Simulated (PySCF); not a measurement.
**A diatomic session: CaGa**

One job finds the state of CaGa, follows it along the bond with each method and fits the curves.

Method: Ca x2c-SVPall, Ga x2c-SVPall, spin-free X2C with a Gaussian nucleus; program: PySCF 2.14.0.

## (1) Input

The job is set up so:

- atoms: Ca, Ga
- charge: 0
- basis: Ca x2c-SVPall, Ga x2c-SVPall
- Hamiltonian: spin-free X2C with a Gaussian nucleus
- basis functions: 56
- electrons treated: 51
- masses in u: 39.9626, 68.9256
- levels: PBE0, PBE, r²SCAN, M06-L, revPBE, PBEsol, HF, MP2, SCS-MP2
- grid: 80 radial by 434 angular points
- occupations: held fixed by the projection of orbital angular momentum
- dissociation limit: Ca + Ga, each in its ground configuration
- starting distance in angstrom: 2.795
- values of 2S to try: 1, 3

Started as:

```sh
OMP_NUM_THREADS=1 python dia.py task.json out
```

Further steps of the session: First curve: PBE0; Excited determinants; PBE (GGA); r²SCAN; M06-L; revPBE (GGA); PBEsol (GGA); ROHF.

Q: Predict the outcome of this session. Wanted: for each run, Re; ωe; De; μ.

As calculated:

Lowest PBE0 solution found, without spin–orbit coupling: ²Π (doublet), unpaired electrons π ↑. State 2 has its PBE0 minimum 0.24 eV higher. State 4 has its PBE0 minimum 0.71 eV higher. The other levels ran on the lowest alone.

```
       level  Re (Å)  ωe (cm⁻¹)  De (eV)  μ (D)
        ROHF   4.103       26.8    0.018  -1.11
    ROHF-MP2   3.272      105.8    0.306    n/a
ROHF-SCS-MP2   3.342       91.9    0.229    n/a
         PBE   3.089      151.3     0.76  -2.14
      PBEsol   3.048      158.5     0.87  -2.22
      revPBE   3.121      145.9     0.66  -2.14
      r²SCAN   3.056      160.8     0.81  -2.71
       M06-L   3.099      148.8     0.67  -2.02
        PBE0   3.107      145.9     0.61  -2.42
```

De is counted to Ca + Ga in their ground configurations. A positive dipole means Ca(−)Ga(+). ⟨S²⟩ is off the pure value of 0.75 by over a tenth at revPBE 0.85, r²SCAN 1.15, PBE0 0.94.

In words: The methods spread over 1.054 Å in bond length, from PBEsol to ROHF. Of the levels with a De here, ROHF gives the least (0.018 eV) and PBEsol the most (0.87 eV).

Correlated steps freeze 14 core orbitals.
